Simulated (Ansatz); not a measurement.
Write a Python script for Ansatz 0.2.0 through its Python package that makes a short molecular-dynamics run of GaTc, space group P-6m2. Level of theory: PBEsol, PAW, the default cutoff (500 eV here), 2×2×2 k-points, Fermi-Dirac smearing of 0.1 eV.

The script reads `POSCAR_gatc`:
```text
GaTc
1.0
   2.85887044    0.00000000    0.00000000
  -1.42943522    2.47585443    0.00000000
   0.00000000    0.00000000    4.07629366
Ga Tc
1 1
Direct
   0.66666667    0.33333333    0.50000000
   0.33333333    0.66666667    0.00000000
```

`gatc_md.py`
```python
# -*- coding: utf-8 -*-
import warnings

import ansatz as az
from ase import Atoms
from ase.io import read
from ase.neighborlist import neighbor_list
import numpy as np

SIGMA = 0.1
N_STEPS = 20
TEMPERATURE_K = 1200

warnings.simplefilter("ignore", az.DeckWarning)

atoms = read("POSCAR_gatc", format="vasp")
xtal = az.Crystal.from_ase(atoms)

job = (
    xtal.supercell(2, 2, 1).calculation()
    .functional(az.Functional.PBESOL)
    .kpoints(2)
    .occupations(az.OccupationsMethod.FERMI_DIRAC, width=SIGMA)
    .md("nve", timestep=2.0, steps=N_STEPS, temperature=TEMPERATURE_K, initial_velocities="maxwell_boltzmann", seed=145)
)
steps = []


def follow(event):
    if event["event"] != "md_step":
        return
    row = event["data"]
    steps.append(row)
    print(f"t = {row['time_fs']:6.1f} fs  E_pot = {row['lagrangian_ev']:.4f} eV  E_kin = {row['e_kin_ev']:.4f} eV  T = {row['temperature_k']:7.1f} K")


done = job.session().plan(threads=1).execute(on_event=follow)
data = done.report

temperature = np.array([s["temperature_k"] for s in steps])
print(f"mean temperature of the second half {temperature[len(steps) // 2 :].mean():.1f} K")

symbols = [site.symbol for site in done.lattice.sites]
pairs = np.concatenate([neighbor_list("d", Atoms(symbols, positions=s["positions_ang"], cell=done.lattice.cell_ang, pbc=True), 4.5) for s in steps[len(steps) // 2 :]])
counts, edges = np.histogram(pairs, bins=np.arange(0.5, 4.51, 0.25))
for low, count in zip(edges, counts / (len(symbols) * len(steps[len(steps) // 2 :]))):
    print(f"{low:4.2f}-{low + 0.25:4.2f} A  {count:6.2f} neighbours an atom")

print("last positions (A) and velocities (A/fs)")
for site, xyz, vel in zip(done.lattice.sites, steps[-1]["positions_ang"], steps[-1]["velocities_ang_fs"]):
    print(f"{site.symbol:2s}", " ".join(f"{v:8.4f}" for v in xyz), " ", " ".join(f"{v:9.5f}" for v in vel))
```

```console
$ python gatc_md.py
t =    0.0 fs  E_pot = -36323.6528 eV  E_kin = 1.0858 eV  T =  1200.0 K
t =    2.0 fs  E_pot = -36323.6483 eV  E_kin = 1.0813 eV  T =  1195.0 K
t =    4.0 fs  E_pot = -36323.6349 eV  E_kin = 1.0679 eV  T =  1180.2 K
t =    6.0 fs  E_pot = -36323.6126 eV  E_kin = 1.0456 eV  T =  1155.6 K
t =    8.0 fs  E_pot = -36323.5819 eV  E_kin = 1.0150 eV  T =  1121.7 K
t =   10.0 fs  E_pot = -36323.5434 eV  E_kin = 0.9765 eV  T =  1079.2 K
t =   12.0 fs  E_pot = -36323.4978 eV  E_kin = 0.9309 eV  T =  1028.8 K
t =   14.0 fs  E_pot = -36323.4461 eV  E_kin = 0.8793 eV  T =   971.8 K
t =   16.0 fs  E_pot = -36323.3897 eV  E_kin = 0.8230 eV  T =   909.5 K
t =   18.0 fs  E_pot = -36323.3299 eV  E_kin = 0.7633 eV  T =   843.6 K
t =   20.0 fs  E_pot = -36323.2684 eV  E_kin = 0.7019 eV  T =   775.8 K
t =   22.0 fs  E_pot = -36323.2071 eV  E_kin = 0.6407 eV  T =   708.1 K
t =   24.0 fs  E_pot = -36323.1476 eV  E_kin = 0.5813 eV  T =   642.5 K
t =   26.0 fs  E_pot = -36323.0918 eV  E_kin = 0.5256 eV  T =   580.9 K
t =   28.0 fs  E_pot = -36323.0413 eV  E_kin = 0.4752 eV  T =   525.2 K
t =   30.0 fs  E_pot = -36322.9974 eV  E_kin = 0.4314 eV  T =   476.8 K
t =   32.0 fs  E_pot = -36322.9612 eV  E_kin = 0.3952 eV  T =   436.7 K
t =   34.0 fs  E_pot = -36322.9331 eV  E_kin = 0.3671 eV  T =   405.7 K
t =   36.0 fs  E_pot = -36322.9133 eV  E_kin = 0.3473 eV  T =   383.8 K
t =   38.0 fs  E_pot = -36322.9015 eV  E_kin = 0.3354 eV  T =   370.7 K
t =   40.0 fs  E_pot = -36322.8968 eV  E_kin = 0.3306 eV  T =   365.4 K
mean temperature of the second half 515.6 K
0.50-0.75 A    0.00 neighbours an atom
0.75-1.00 A    0.00 neighbours an atom
1.00-1.25 A    0.00 neighbours an atom
1.25-1.50 A    0.00 neighbours an atom
1.50-1.75 A    0.00 neighbours an atom
1.75-2.00 A    0.00 neighbours an atom
2.00-2.25 A    0.00 neighbours an atom
2.25-2.50 A    1.25 neighbours an atom
2.50-2.75 A    5.41 neighbours an atom
2.75-3.00 A    4.48 neighbours an atom
3.00-3.25 A    0.86 neighbours an atom
3.25-3.50 A    0.00 neighbours an atom
3.50-3.75 A    0.52 neighbours an atom
3.75-4.00 A    4.95 neighbours an atom
4.00-4.25 A    2.52 neighbours an atom
4.25-4.50 A    0.00 neighbours an atom
last positions (A) and velocities (A/fs)
Ga   1.3114   0.8669   2.0572    -0.00202  -0.00063  -0.00014
Tc   0.2091   1.6106   0.0214     0.00354  -0.00023  -0.00007
Ga   0.0623   3.5310   1.9832    -0.00014   0.00447  -0.00021
Tc  -1.5678   4.0699   0.0210    -0.00252  -0.00071   0.00084
Ga   4.3228   0.8531   2.0201     0.00170   0.00023  -0.00113
Tc   2.9012   1.6724  -0.0460     0.00007  -0.00102   0.00291
Ga   2.9207   3.0916   2.1558     0.00123  -0.00209  -0.00330
Tc   1.2874   4.1371  -0.0417    -0.00163   0.00054  -0.00027
```

Reading the output:
- Total energies depend on the potentials; only differences at equal settings carry meaning. A total without «per atom» is that of the whole cell that was run.
- The run is spin-unpolarised.
- For a metal this mesh is far too coarse, so the numbers only illustrate the procedure.
- This cell is a computed structure, which may not be the phase found in nature.
- A small cell, a coarse mesh and a very short run: it shows the set-up and gives no equilibrium averages.
- It ran for 59 s on 1 thread of Arm Neoverse V2, on a shared host, peak memory 0.58 GiB.
